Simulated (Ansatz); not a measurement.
# CH₇AlSiSn: how energies converge with the basis set

The task here is to estimate one member of a computed series from the others.

Computed with Ansatz 0.2.0, Gaussian basis. Level: one geometry, several basis sets.

Levels to be run: PBE0-D4/def2-SVP; ωB97M-V/def2-SVP; PBE0-D4/def2-QZVPP; ωB97M-V/def2-QZVPP; the functionals' def2-TZVPP values are taken from earlier runs.

## The geometry

An earlier PBE0-D4 in a triple-zeta def2 set relaxation fixed the geometry. Sn takes the def2 core potential; no spin-orbit term is included.

SMILES `[CH3][SnH]1[AlH][SiH2]1`, 11 atoms, charge 0, spin multiplicity 1.

Atoms are counted from 1 here; the program's logs count them from 0.

Bond lengths: C1–Sn2 2.148 Å, C1–H5 1.090 Å, C1–H6 1.090 Å, C1–H7 1.089 Å, Sn2–Al3 2.636 Å, Sn2–Si4 2.651 Å, Sn2–H8 1.721 Å, Al3–Si4 2.382 Å, Al3–H9 1.589 Å, Si4–H10 1.498 Å, Si4–H11 1.493 Å. Angles: Sn2–C1–H5 109.2°, Sn2–C1–H6 109.6°, Sn2–C1–H7 109.2°, H5–C1–H6 109.5°, H5–C1–H7 109.7°, H6–C1–H7 109.6°, C1–Sn2–Al3 134.5°, C1–Sn2–Si4 110.8°, C1–Sn2–H8 107.9°, Al3–Sn2–Si4 53.5°, Al3–Sn2–H8 116.2°, Si4–Sn2–H8 121.9°, Sn2–Al3–Si4 63.6°, Sn2–Al3–H9 139.4°, Si4–Al3–H9 145.6°, Sn2–Si4–Al3 62.9°, Sn2–Si4–H10 93.1°, Sn2–Si4–H11 137.6° and more.

Geometry (Å):

```mol
CH7AlSiSn
  3D, bonds by distance, orders not assigned

 11 11  0  0  0  0  0  0  0  0999 V2000
   -1.4209    1.4535   -0.6727 C   0  0
   -0.6977   -0.1803    0.5203 Sn  0  0
    1.5578   -0.6851    1.7879 Al  0  0
    1.5048   -1.2136   -0.5339 Si  0  0
   -2.0064    1.0598   -1.5031 H   0  0
   -2.0477    2.1038   -0.0622 H   0  0
   -0.5733    2.0185   -1.0574 H   0  0
   -2.0462   -1.1590    0.9519 H   0  0
    2.0586   -1.1413    3.2256 H   0  0
    1.8635    0.0596   -1.2366 H   0  0
    1.8728   -2.3730   -1.3990 H   0  0
  1  2  8  0
  2  3  8  0
  3  4  8  0
  1  5  8  0
  1  6  8  0
  1  7  8  0
  2  8  8  0
  3  9  8  0
  4 10  8  0
  4 11  8  0
  2  4  8  0
M  END
```

Set-up of the first run:

The input, in.yaml:

```yaml
crystal:
  periodic: [false, false, false]
  atoms:
    - {symbol: C, position_ang: [-1.420920, 1.453550, -0.672659]}
    - {symbol: Sn, position_ang: [-0.697699, -0.180338, 0.520263]}
    - {symbol: Al, position_ang: [1.557804, -0.685124, 1.787910]}
    - {symbol: Si, position_ang: [1.504831, -1.213599, -0.533859]}
    - {symbol: H, position_ang: [-2.006377, 1.059760, -1.503136]}
    - {symbol: H, position_ang: [-2.047669, 2.103807, -0.062178]}
    - {symbol: H, position_ang: [-0.573331, 2.018550, -1.057413]}
    - {symbol: H, position_ang: [-2.046235, -1.158963, 0.951897]}
    - {symbol: H, position_ang: [2.058617, -1.141268, 3.225577]}
    - {symbol: H, position_ang: [1.863475, 0.059567, -1.236598]}
    - {symbol: H, position_ang: [1.872805, -2.373042, -1.399003]}
basis:
  gaussian: {orbitals: def2-SVP}
hamiltonian: {xc: pbe0, dispersion: d4}
output: {orbitals: {seedname: orbitals}}
```

Steps of the session up to this table: PBE0-D4 in def2-SVP; ωB97M-V in def2-SVP; PBE0-D4 in def2-QZVPP; ωB97M-V in def2-QZVPP.

One table of the session follows, with a row left open; its other results are not shown here.

It belongs to the step «Functionals by basis». 

| functional | basis | HOMO (eV) | LUMO (eV) |
| --- | --- | --- | --- |
| PBE0-D4 | def2-SVP | -6.02 | -2.35 |
| PBE0-D4 | def2-TZVPP | -6.02 | -2.35 |
| PBE0-D4 | def2-QZVPP | -6.03 | -2.36 |
| ωB97M-V | def2-SVP | -7.76 | -0.65 |
| ωB97M-V | def2-TZVPP | ? | ? |
| ωB97M-V | def2-QZVPP | -7.82 | -0.76 |

**Question.** Estimate the row for ωB97M-V, def2-TZVPP.

**Answer.** HOMO (eV): -7.81; LUMO (eV): -0.71. In the column «HOMO (eV)» it lies between ωB97M-V, def2-QZVPP (-7.82) and ωB97M-V, def2-SVP (-7.76).
